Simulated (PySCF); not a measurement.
# C6H16O2Sn (SnH2(OiPr)2): the cost of one run

The runs use PySCF 2.14.0, with density-fitted response routines of our own; the level of theory stands in each step. All values are computed, except where a source is named. Atoms are numbered from 0 throughout.

### 1 The molecule as given

25 atoms, charge 0, multiplicity 1; geometry from: GFN2-xTB. The atoms were then displaced at random by about 0.03 Å, so the start is not that level's minimum.

Bonds of the start (Å): Sn0–H1 1.68, Sn0–H2 1.62, Sn0–O3 1.98, Sn0–O14 1.94, O3–C4 1.39, C4–C5 1.53, C4–C6 1.56, C4–H7 1.10, C5–H8 1.03, C5–H9 1.08, C5–H10 1.11, C6–H11 1.09, C6–H12 1.09, C6–H13 1.12, O14–C15 1.34, C15–C16 1.54, C15–C17 1.53, C15–H18 1.10, C16–H19 1.17, C16–H20 1.10, C16–H21 1.05, C17–H22 1.09, C17–H23 1.06, C17–H24 1.16.

### 2 Relaxing the molecule at PBE0-D3(BJ)/def2-SVP

What the job is given:

```
{"job": {"xc": "PBE0", "basis": "def2-SVP", "d3": "d3bj", "grid": 1, "maxiter": 40, "shake": 0.03, "kind": "geom"}, "charge": 0, "multiplicity": 1}
Sn     0.840120    -0.049990     0.499620
H      0.812940    -0.202360     2.170670
H      2.294440     0.286950    -0.124550
O     -0.342900     1.454350    -0.017760
C     -0.598920     2.684540     0.581500
C     -1.758870     3.410170    -0.107020
C      0.708500     3.532710     0.532870
H     -0.806840     2.585970     1.656500
H     -1.491960     3.573040    -1.084100
H     -1.970090     4.342990     0.402680
H     -2.656730     2.756090    -0.031080
H      1.495280     3.057440     1.112700
H      0.905030     3.663830    -0.533310
H      0.457940     4.534620     0.969750
O     -0.083550    -1.483880    -0.434730
C      0.468670    -2.683100    -0.676930
C     -0.554280    -3.421650    -1.560320
C      0.739540    -3.480090     0.595760
H      1.396840    -2.647770    -1.265300
H     -1.558510    -3.542240    -0.977760
H     -0.237280    -4.434770    -1.864360
H     -0.742820    -2.937370    -2.477060
H      1.567340    -2.955640     1.081350
H     -0.144860    -3.541960     1.169990
H      1.151020    -4.538110     0.351500
```

The run is started by

```console
OMP_NUM_THREADS=1 python probes_run.py task.json out
```

The driver reads the jobs from task.json and runs them one after another.

Q: Estimate the wall time and peak memory of this first job on 1 thread of Arm Neoverse V1, shared host.

About 16 min, with a peak of 1.1 GiB.
